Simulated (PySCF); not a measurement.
# MnI4 (-2): ligand-field states

Aim: compute the ligand-field states of MnI4 (-2).

Programs: PySCF 2.14.0, with routines of our own; each step states its level. All values are computed. Atoms count from 0.

### 1 The system as given

5 atoms, charge -2, states of the metal's open shell are computed; geometry from: model geometry, bond lengths from ionic radii.

### 2 Ligand-field states: state-averaged CASSCF in water

The job: settings as JSON, then the geometry in Å.

```
{"job": {"kind": "lf", "basis": {"metal": "x2c-TZVPall", "ligand": "x2c-SVPall"}, "nevpt": true, "solvent": "water"}, "charge": -2, "metal": "Mn", "open_shell": "d5"}
Mn     0.000000     0.000000     0.000000
I      1.599260     1.599260     1.599261
I     -1.599260    -1.599260     1.599261
I     -1.599260     1.599260    -1.599261
I      1.599260    -1.599260    -1.599261
```

Level: state-averaged CASSCF of the metal d shell, SC-NEVPT2 on the averaged canonical orbitals, state-interaction spin-orbit coupling.

Started as:

```bash
$ OMP_NUM_THREADS=1 python lf_run.py task.json out
```

One launch serves the whole session: the jobs run in the order shown.

Standard output:

```text
basis functions 192, electrons 239, active (5e, 5o)
stage 1: DIIS on the effective Fock matrix, level shift 0.30
cycle   1  E = -29598.1473785896  dE = -2.960e+04  max|g| = 3.235e+00
cycle   2  E = -29600.6625900289  dE = -2.515e+00  max|g| = 4.293e+00
cycle   3  E = -29602.0658066339  dE = -1.403e+00  max|g| = 2.803e+00
cycle   4  E = -29605.5421032483  dE = -3.476e+00  max|g| = 5.030e-01
cycle   5  E = -29606.0013476080  dE = -4.592e-01  max|g| = 1.362e-01
cycle   6  E = -29606.0188403662  dE = -1.749e-02  max|g| = 5.562e-02
cycle   7  E = -29606.0116989900  dE =  7.141e-03  max|g| = 8.887e-02
cycle   8  E = -29605.9382729709  dE =  7.343e-02  max|g| = 1.846e-01
cycle   9  E = -29605.5762559496  dE =  3.620e-01  max|g| = 5.194e-01
cycle  10  E = -29604.7391791990  dE =  8.371e-01  max|g| = 1.049e+00
cycle  11  E = -29602.5085393535  dE =  2.231e+00  max|g| = 1.848e+00
cycle  12  E = -29600.1138070889  dE =  2.395e+00  max|g| = 2.507e+00
cycle  13  E = -29599.1183969142  dE =  9.954e-01  max|g| = 2.832e+00
cycle  14  E = -29598.9977050307  dE =  1.207e-01  max|g| = 2.866e+00
cycle  15  E = -29599.1874680927  dE = -1.898e-01  max|g| = 2.796e+00
stage 2: quasi-Newton rotations from the point of smallest gradient
cycle  17  E = -29606.0260916021  dE = -7.251e-03  max|g| = 4.913e-02
cycle  18  E = -29606.0269306916  dE = -8.391e-04  max|g| = 1.801e-02
cycle  19  E = -29606.0270775615  dE = -1.469e-04  max|g| = 8.908e-04
cycle  20  E = -29606.0270811821  dE = -3.621e-06  max|g| = 2.147e-04
cycle  21  E = -29606.0270814255  dE = -2.433e-07  max|g| = 6.246e-05
cycle  22  E = -29606.0270814336  dE = -8.091e-09  max|g| = 1.234e-05
cycle  23  E = -29606.0270814342  dE = -6.257e-10  max|g| = 2.595e-06
converged average energy = -29606.0270814342

 mult deg   label        CASSCF/cm-1   NEVPT2/cm-1
   6   1   6A1                 0.0           0.0
   4   3   4T1             29281.8       26186.8
   4   3   4T2             29568.0       26904.3
   4   1   4A1             29752.0       27195.2
   4   2   4E              29811.5       27233.5
   4   3   4T1             34842.0       30896.9
   4   3   4T2             36790.1       32129.4
   4   2   4E              37174.6       32662.4
   2   3   2T2             41830.2       38395.8
   2   1   2A2             41942.8       38733.5
   2   3   2T1             42107.9       39018.2
   2   3   2T2             42184.7       39211.4
   2   2   2E              42282.7       39406.3
   2   1   2A1             42404.4       39626.4
   2   3   2T2             46930.5       40654.9
   2   2   2E              47958.9       41886.9
   2   3   2T1             49061.1       43422.9
   4   3   4T1             49815.2       43547.3
   2   1   2A2             49150.2       43698.0
   4   1   4A2             50340.6       44090.0
   4   3   4T2             50212.7       44114.9
   2   3   2T2             49866.0       44427.3
   2   3   2T1             52005.1       46762.4
   2   2   2E              52254.6       47100.5
   2   3   2T1             52370.7       47434.2
   2   1   2A1             53744.4       47817.5
   2   3   2T2             53061.8       48464.9
   2   2   2E              54078.8       48465.3
   2   3   2T1             54101.7       48482.8
   2   3   2T2             54089.2       48603.2
   2   3   2T2             57853.9       50818.6
   2   3   2T1             58057.1       51098.0
   2   1   2A2             58177.9       51387.9
   2   1   2A1             64140.2       55468.0
   2   2   2E              70929.6       61508.4
   2   3   2T2             71053.6       61752.9
   2   2   2E              78271.1       68399.8
   2   3   2T1             78236.5       68426.5
   2   1   2A1             78221.8       68520.7
   2   3   2T2             78309.6       68555.9
   2   3   2T1             95917.6       82089.2
   2   2   2E             103367.7       88527.6
   2   3   2T2            103597.6       88727.8

spin-orbit levels / cm-1
      0.00  x6  6A1 1.00
  26176.90  x2  4T1 1.00
  26180.00  x4  4T1 1.00
  26186.41  x4  4T1 1.00
  26192.12  x2  4T1 1.00
  26886.91  x4  4T2 1.00
  26887.25  x2  4T2 1.00
  26913.25  x4  4T2 1.00
  26922.39  x2  4T2 1.00
  27194.00  x4  4A1 0.98
  27230.50  x2  4E 1.00
  27233.29  x4  4E 0.98
  27234.53  x2  4E 1.00
  30793.62  x2  4T1 0.94 4E 0.05
  30800.46  x4  4T1 0.93 4T2 0.05
  30813.80  x4  4T1 0.95 4T2 0.04
  30852.73  x2  4T1 0.98
  32069.95  x2  4T2 0.99
  32140.18  x4  4T2 0.97
```

Run time: 34 s. Hardware: 1 thread of Intel Xeon 6975P-C, shared host; peak memory 0.64 GiB.

In short:

| quantity | value |
| --- | --- |
| spin-orbit constant ζ | 268 cm⁻¹ |

Powder susceptibility:

| T (K) | χT (cm³ K/mol) | μ(eff) |
| --- | --- | --- |
| 2 | 4.386 | 5.92 |
| 5 | 4.386 | 5.92 |
| 10 | 4.386 | 5.92 |
| 20 | 4.386 | 5.92 |
| 30 | 4.386 | 5.92 |
| 50 | 4.386 | 5.92 |
| 75 | 4.386 | 5.92 |
| 100 | 4.386 | 5.92 |
| 150 | 4.386 | 5.92 |
| 200 | 4.386 | 5.92 |
| 250 | 4.386 | 5.92 |
| 300 | 4.386 | 5.92 |

The fields below are evaluated on a grid from the run's orbitals.

The spin density lies nearest to Mn0 97 %.

### 3 Ligand-field states: state-averaged CASSCF (angle to the S4 axis at 45°) in water

The job: settings as JSON, then the geometry in Å.

```
{"job": {"kind": "lf", "basis": {"metal": "x2c-TZVPall", "ligand": "x2c-SVPall"}, "nevpt": true, "solvent": "water", "reuse": true}, "charge": -2, "metal": "Mn", "open_shell": "d5"}
Mn     0.000000     0.000000     0.000000
I      1.385000     1.385000     1.958686
I     -1.385000    -1.385000     1.958686
I     -1.385000     1.385000    -1.958686
I      1.385000    -1.385000    -1.958686
```

With the program's defaults for keys left out, this is: state-averaged CASSCF of the metal d shell, SC-NEVPT2 on the averaged canonical orbitals, state-interaction spin-orbit coupling.

Standard output:

```text
basis functions 192, electrons 239, active (5e, 5o)
start from the orbitals of the previous structure
stage 1: DIIS on the effective Fock matrix, level shift 0.30
cycle   1  E = -29603.7339650059  dE = -2.960e+04  max|g| = 3.718e+00
cycle   2  E = -29605.4380800343  dE = -1.704e+00  max|g| = 6.804e-01
cycle   3  E = -29605.8167604337  dE = -3.787e-01  max|g| = 5.192e-01
cycle   4  E = -29605.9108936991  dE = -9.413e-02  max|g| = 1.736e-01
cycle   5  E = -29605.9721984401  dE = -6.130e-02  max|g| = 7.753e-02
cycle   6  E = -29605.9918178253  dE = -1.962e-02  max|g| = 8.281e-02
cycle   7  E = -29605.9978454261  dE = -6.028e-03  max|g| = 7.276e-02
cycle   8  E = -29605.9700322738  dE =  2.781e-02  max|g| = 1.290e-01
cycle   9  E = -29605.8581926550  dE =  1.118e-01  max|g| = 2.756e-01
cycle  10  E = -29605.6389731104  dE =  2.192e-01  max|g| = 5.689e-01
cycle  11  E = -29604.5029401670  dE =  1.136e+00  max|g| = 1.183e+00
cycle  12  E = -29602.0152539918  dE =  2.488e+00  max|g| = 1.877e+00
cycle  13  E = -29599.9345231629  dE =  2.081e+00  max|g| = 2.387e+00
cycle  14  E = -29599.0507810087  dE =  8.837e-01  max|g| = 2.803e+00
cycle  15  E = -29598.7125112645  dE =  3.383e-01  max|g| = 2.955e+00
stage 2: quasi-Newton rotations from the point of smallest gradient
cycle  17  E = -29606.0117273772  dE = -1.388e-02  max|g| = 1.478e-02
cycle  18  E = -29606.0124726993  dE = -7.453e-04  max|g| = 1.217e-02
cycle  19  E = -29606.0125749971  dE = -1.023e-04  max|g| = 7.782e-03
cycle  20  E = -29606.0126044869  dE = -2.949e-05  max|g| = 6.001e-04
cycle  21  E = -29606.0126056885  dE = -1.202e-06  max|g| = 1.893e-04
cycle  22  E = -29606.0126058372  dE = -1.486e-07  max|g| = 5.299e-05
cycle  23  E = -29606.0126058412  dE = -4.005e-09  max|g| = 9.311e-06
converged average energy = -29606.0126058412

 mult deg   label        CASSCF/cm-1   NEVPT2/cm-1
   6   1   6A1                 0.0           0.0
   4   2   4E              28875.0       25450.8
   4   2   4E              29396.0       26569.5
   4   1   4B2             29595.9       27005.4
   4   1   4A2             29755.5       27045.9
   4   1   4A1             29696.6       27146.2
   4   1   4B1             29730.9       27150.5
   4   1   4A1             29886.1       27309.6
   4   1   4A2             34544.6       30237.5
   4   2   4E              34824.3       30941.0
   4   1   4B2             36821.5       32303.8
   4   2   4E              36890.2       32307.5
   4   1   4B1             37007.7       32527.2
   4   1   4A1             37267.3       32735.8
   2   1   2B2             41394.3       37449.7
   2   1   2B1             41580.8       37920.0
   2   2   2E              41776.5       38361.8
   2   2   2E              41932.2       38649.6
   2   2   2E              41971.7       38773.5
   2   1   2A1             42228.5       39330.6
   2   1   2B2             42291.8       39474.1
   2   1   2B1             42294.1       39475.1
   2   1   2A2             42333.4       39502.2
   2   1   2A1             42398.6       39635.9
   2   2   2E              46783.9       40279.4
   2   1   2B2             46667.0       40457.1
   2   1   2B1             47252.9       41074.9
   2   1   2A1             48105.6       42195.5
   2   2   2E              48798.0       43039.4
   4   1   4A2             49686.1       43371.1
   2   1   2A2             49075.0       43403.0
   4   1   4B2             50093.8       43843.1
   4   2   4E              50067.6       43978.9
   2   1   2B1             49521.8       44043.6
   4   1   4B1             50310.7       44074.1
   2   2   2E              49759.2       44275.1
   4   2   4E              50381.9       44477.5
   2   1   2B2             50003.4       44547.1
   2   2   2E              51895.4       46746.1
   2   1   2B1             52134.8       46822.4
   2   1   2A2             52067.4       46987.3
   2   1   2A1             52128.6       47075.0
   2   1   2A2             52298.4       47268.5
   2   1   2B2             52503.2       47332.9
   2   1   2A1             53639.8       47533.4
   2   2   2E              52380.0       47558.7
   2   1   2A1             53709.0       47878.5
   2   1   2A2             53743.6       47965.5
   2   2   2E              52919.3       48396.4
   2   2   2E              54245.5       48705.7
   2   2   2E              54394.1       48946.9
   2   1   2B1             54746.4       49558.1
   2   1   2B2             54780.3       49730.7
   2   2   2E              57646.5       50536.9
   2   1   2A2             57853.4       50915.6
   2   1   2B2             58171.6       51579.7
   2   2   2E              58411.9       51590.7
   2   1   2B1             58295.9       51701.2
   2   1   2A1             63867.0       55068.2
   2   1   2B1             70813.3       61481.7

spin-orbit levels / cm-1
      0.00  x2  6A1 1.00
      0.31  x2  6A1 1.00
      0.93  x2  6A1 1.00
  25430.50  x2  4E 1.00
  25439.43  x2  4E 1.00
  25449.91  x2  4E 1.00
  25469.49  x2  4E 1.00
  26522.90  x2  4E 1.00
  26553.12  x2  4E 1.00
  26581.83  x2  4E 1.00
  26610.09  x2  4E 1.00
  27001.57  x2  4B2 1.00
  27005.39  x2  4B2 1.00
  27040.87  x2  4A2 0.99
  27050.02  x2  4A2 0.99
  27141.09  x2  4A1 0.89 4B1 0.10
  27145.46  x2  4B1 0.61 4A1 0.39
  27151.61  x2  4B1 0.89 4A1 0.10
  27151.92  x2  4A1 0.60 4B1 0.39
  27306.35  x2  4A1 1.00
  27313.94  x2  4A1 1.00
  30161.11  x2  4A2 0.96
  30178.17  x2  4A2 0.96
  30721.70  x2  4E 0.96
  30822.85  x2  4E 0.95
  30932.00  x2  4E 0.95
  31060.00  x2  4E 0.96 4E 0.03
  32204.72  x2  4B2 0.52 4E 0.46
  32215.87  x2  4E 0.71 4B2 0.24
  32266.07  x2  4E 0.81 4B2 0.14 4E 0.03
```

Wall time 31 s (1 thread of Intel Xeon 6975P-C, shared host); peak memory 0.62 GiB.

Key values:

| quantity | value |
| --- | --- |
| spin-orbit constant ζ | 269 cm⁻¹ |

Powder susceptibility:

| T (K) | χT (cm³ K/mol) | μ(eff) |
| --- | --- | --- |
| 2 | 4.368 | 5.91 |
| 20 | 4.386 | 5.92 |
| 100 | 4.386 | 5.92 |
| 300 | 4.386 | 5.92 |

### 4 Ligand-field states: state-averaged CASSCF (angle to the S4 axis at 50°) in water

The job: settings as JSON, then the geometry in Å.

```
{"job": {"kind": "lf", "basis": {"metal": "x2c-TZVPall", "ligand": "x2c-SVPall"}, "nevpt": true, "solvent": "water", "reuse": true}, "charge": -2, "metal": "Mn", "open_shell": "d5"}
Mn     0.000000     0.000000     0.000000
I      1.500440     1.500440     1.780522
I     -1.500440    -1.500440     1.780522
I     -1.500440     1.500440    -1.780522
I      1.500440    -1.500440    -1.780522
```

Level: state-averaged CASSCF of the metal d shell, SC-NEVPT2 on the averaged canonical orbitals, state-interaction spin-orbit coupling.

Standard output:

```text
basis functions 192, electrons 239, active (5e, 5o)
start from the orbitals of the previous structure
stage 1: DIIS on the effective Fock matrix, level shift 0.30
cycle   1  E = -29605.1505291786  dE = -2.961e+04  max|g| = 2.527e+00
cycle   2  E = -29605.8926899989  dE = -7.422e-01  max|g| = 4.079e-01
cycle   3  E = -29605.9638596474  dE = -7.117e-02  max|g| = 1.730e-01
cycle   4  E = -29605.9749467413  dE = -1.109e-02  max|g| = 1.783e-01
cycle   5  E = -29605.9795231939  dE = -4.576e-03  max|g| = 2.187e-01
cycle   6  E = -29605.9978801341  dE = -1.836e-02  max|g| = 1.605e-01
cycle   7  E = -29605.9950220784  dE =  2.858e-03  max|g| = 9.821e-02
cycle   8  E = -29605.9687154752  dE =  2.631e-02  max|g| = 1.337e-01
cycle   9  E = -29605.8595498881  dE =  1.092e-01  max|g| = 2.247e-01
cycle  10  E = -29605.5141140384  dE =  3.454e-01  max|g| = 4.893e-01
cycle  11  E = -29604.4295967758  dE =  1.085e+00  max|g| = 1.186e+00
cycle  12  E = -29602.8827931606  dE =  1.547e+00  max|g| = 1.620e+00
cycle  13  E = -29601.3812942247  dE =  1.501e+00  max|g| = 2.107e+00
cycle  14  E = -29600.1382173445  dE =  1.243e+00  max|g| = 2.447e+00
cycle  15  E = -29599.8355119509  dE =  3.027e-01  max|g| = 2.646e+00
stage 2: quasi-Newton rotations from the point of smallest gradient
cycle  17  E = -29606.0229927051  dE = -2.797e-02  max|g| = 2.286e-02
cycle  18  E = -29606.0242190272  dE = -1.226e-03  max|g| = 5.530e-03
cycle  19  E = -29606.0242840560  dE = -6.503e-05  max|g| = 3.760e-03
cycle  20  E = -29606.0242898195  dE = -5.763e-06  max|g| = 1.467e-03
cycle  21  E = -29606.0242917485  dE = -1.929e-06  max|g| = 1.920e-04
cycle  22  E = -29606.0242918173  dE = -6.878e-08  max|g| = 3.984e-05
cycle  23  E = -29606.0242918240  dE = -6.668e-09  max|g| = 1.673e-05
cycle  24  E = -29606.0242918243  dE = -3.347e-10  max|g| = 3.423e-06
converged average energy = -29606.0242918243

 mult deg   label        CASSCF/cm-1   NEVPT2/cm-1
   6   1   6A1                 0.0           0.0
   4   2   4E              29099.6       25859.9
   4   1   4A2             29561.2       26689.8
   4   2   4E              29508.2       26784.1
   4   1   4B2             29602.1       26985.3
   4   1   4A1             29736.1       27180.3
   4   1   4B1             29778.8       27199.2
   4   1   4A1             29847.8       27270.4
   4   1   4A2             34657.4       30500.2
   4   2   4E              34887.3       31013.3
   4   2   4E              36798.7       32134.6
   4   1   4B2             36847.4       32274.8
   4   1   4B1             37104.5       32606.2
   4   1   4A1             37228.2       32704.6
   2   1   2B2             41636.2       37977.8
   2   2   2E              41866.1       38491.6
   2   1   2B1             41843.0       38507.5
   2   2   2E              42012.3       38821.3
   2   2   2E              42106.0       39048.2
   2   2   2T2             42257.8       39350.9
   2   1   2B1             42278.1       39411.0
   2   1   2A1             42280.7       39411.7
   2   1   2A1             42407.1       39633.7
   2   1   2B2             46796.1       40543.3
   2   2   2E              46922.7       40578.2
   2   1   2B1             47658.7       41513.9
   2   1   2A1             48065.1       42085.9
   2   2   2E              48985.3       43326.3
   2   1   2A2             49092.3       43443.3
   4   1   4A2             49747.3       43453.0
   4   2   4E              49904.2       43689.3
   2   1   2B1             49296.1       43827.4
   4   1   4B2             50124.3       43910.0
   4   1   4B1             50336.9       44090.8
   4   2   4E              50291.4       44282.1
   2   2   2E              49815.9       44364.7
   2   1   2B2             49948.2       44498.9
   2   2   2E              51938.0       46679.0
   2   1   2B1             52206.3       46953.3
   2   1   2A2             52095.5       46962.7
   2   1   2A1             52239.1       47169.8
   2   1   2A2             52340.9       47350.2
   2   2   2E              52370.0       47471.0
   2   1   2A1             53720.7       47789.8
   2   1   2B2             52818.3       47856.6
   2   1   2A1             53847.4       48014.7
   2   1   2A2             53875.7       48140.3
   2   2   2E              54101.9       48533.9
   2   2   2E              53044.4       48541.8
   2   2   2E              54254.1       48731.8
   2   1   2B1             54399.5       49021.4
   2   1   2B2             54417.0       49234.8
   2   2   2E              57756.1       50666.5
   2   1   2A2             57943.7       50979.1
   2   1   2B2             58011.7       51173.4
   2   2   2E              58196.3       51270.4
   2   1   2B1             58210.6       51467.5
   2   1   2A1             64063.0       55351.1
   2   1   2B1             70884.7       61510.4
   2   1   2B2             70953.0       61642.2

spin-orbit levels / cm-1
      0.00  x2  6A1 1.00
      0.17  x2  6A1 1.00
      0.51  x2  6A1 1.00
  25846.63  x2  4E 1.00
  25853.17  x2  4E 1.00
  25856.13  x2  4E 1.00
  25870.35  x2  4E 1.00
  26682.53  x2  4A2 0.99
  26690.33  x2  4A2 0.98
  26753.08  x2  4E 0.99
  26773.92  x2  4E 0.98
  26792.43  x2  4E 0.99
  26809.40  x2  4E 1.00
  26981.90  x2  4B2 1.00
  26985.01  x2  4B2 1.00
  27176.58  x2  4A1 0.98
  27181.54  x2  4A1 0.95 4B1 0.05
  27197.73  x2  4B1 0.95 4A1 0.05
  27199.71  x2  4B1 0.98
  27267.08  x2  4A1 1.00
  27273.65  x2  4A1 1.00
  30419.33  x2  4A2 0.96
  30436.25  x2  4A2 0.96
  30836.84  x2  4E 0.94
  30898.56  x2  4E 0.94
  30962.03  x2  4E 0.94
  31038.79  x2  4E 0.95 4E 0.05
  32109.39  x2  4E 0.74 4B2 0.24
  32125.16  x2  4E 0.91 4B2 0.06
  32169.71  x2  4E 0.93 4B1 0.04
```

Wall time 32 s (1 thread of Intel Xeon 6975P-C, shared host); peak memory 0.64 GiB.

In short:

| quantity | value |
| --- | --- |
| spin-orbit constant ζ | 268 cm⁻¹ |

Powder susceptibility:

| T (K) | χT (cm³ K/mol) | μ(eff) |
| --- | --- | --- |
| 2 | 4.381 | 5.92 |
| 20 | 4.386 | 5.92 |
| 100 | 4.386 | 5.92 |
| 300 | 4.386 | 5.92 |

(Part 1 of 3 ends here.)
